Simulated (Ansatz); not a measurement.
# W: stress in a strained cell

W is deformed so: zz strain of -1 %. What stress and forces result, by LAPW, PAW and all-electron datasets made for the crystal?

Computed with Ansatz 0.2.0 (DFT LDA, scalar-relativistic, unless a step's input says otherwise).

### 1 The structure to begin with

It takes space group Fm-3m (No. 225, cubic). The conventional cell has a = 4.060 Å, b = 4.060 Å, c = 4.060 Å, α = 90.00°, β = 90.00°, γ = 90.00°. Around W (site symmetry m-3m) lie 12 W at 2.87 Å.

Coordinates:

```cif
data_structure
_symmetry_space_group_name_H-M 'Fm-3m'
_symmetry_Int_Tables_number 225
_cell_length_a 4.0600
_cell_length_b 4.0600
_cell_length_c 4.0600
_cell_angle_alpha 90.000
_cell_angle_beta 90.000
_cell_angle_gamma 90.000
_cell_volume 66.92
loop_
_atom_site_label
_atom_site_type_symbol
_atom_site_symmetry_multiplicity
_atom_site_Wyckoff_symbol
_atom_site_fract_x
_atom_site_fract_y
_atom_site_fract_z
_atom_site_occupancy
W1 W 4 a 0.00000 0.00000 0.00000 1
```

The file gives the conventional cell by its symmetry; the runs use the cell typed in the input.

### 2 The deformed structure

Space group Fm-3m before, I4/mmm after.

### 3 LAPW, all electrons

Contents of input.yaml:

```yaml
crystal:
  lattice:
    - [0.0, 2.03, 2.0097]
    - [2.03, 0.0, 2.0097]
    - [2.03, 2.03, 0.0]
  atoms:
    - { symbol: W, position: [0.0, 0.0, 0.0] }
kpoints:
  mp_grid: { grid: [14, 14, 14] }
  band_path:
    path:
      - [0.0, 0.0, 0.0]
      - [0.0, 0.5, 0.5]
      - [0.25, 0.75, 0.5]
      - [0.0, 0.5, 0.0]
      - [0.0, 0.0, 0.0]
      - [0.5, 0.5, 0.0]
      - [0.3775380063, 0.6224619937, 0.0]
      - [-0.3775380063, 0.3775380063, 0.0]
      - [0.0, 0.0, 0.0]
    npoints: 5
scf:
  occupations: { method: fermi_dirac, width: 0.05 }
hamiltonian:
  xc: lda
  pseudopotentials: { kind: all_electron, lapw: { basis_error: 0.00025 } }
output:
  forces: true
  stress: true
  eigenvalues: true
```

Started as:

```console
$ ansatz run input.yaml --threads 1 --pin off --max-ram 3072MiB --backend cpu --events-out ev --progress --plain --runs-dir out
```

### 4 PAW with frozen cores

Contents of input.yaml:

```yaml
crystal:
  lattice:
    - [0.0, 2.03, 2.0097]
    - [2.03, 0.0, 2.0097]
    - [2.03, 2.03, 0.0]
  atoms:
    - { symbol: W, position: [0.0, 0.0, 0.0] }
kpoints:
  mp_grid: { grid: [14, 14, 14] }
scf:
  occupations: { method: fermi_dirac, width: 0.05 }
hamiltonian:
  xc: lda
  pseudopotentials: { kind: paw }
output:
  forces: true
  stress: true
  eigenvalues: true
  efg: { contact_densities: true }
```

### 5 All-electron PAW on datasets made for the crystal

input.yaml, as its differences from that of step 4:

```diff
@@ -13,3 +13,3 @@
   xc: lda
-  pseudopotentials: { kind: paw }
+  pseudopotentials: { kind: all_electron, datasets: crystal }
 output:
```

(Steps that only read results are left out.)

**Question.** What will these runs give? Wanted: pressure; largest shear or deviatoric stress.

The runs gave:

```
                                 quantity                                                 value
                                 pressure  LAPW -15.25, PAW -15.32, crystal datasets -15.25 GPa
largest shear or deviatoric stress (LAPW)                                              2.14 GPa
```

**Reading.** The largest part of the stress beyond the pressure is 2.14 GPa in size, in the zz component. No run of the undeformed cell stands beside it, so the pressure holds what the given cell had before the change. PAW: stress within 0.07 GPa of LAPW. Crystal datasets: stress within 0.01 GPa of LAPW. Spin-orbit coupling is left out, though the cell holds W; in elements this heavy it can shift bands and gaps by tenths of an eV.
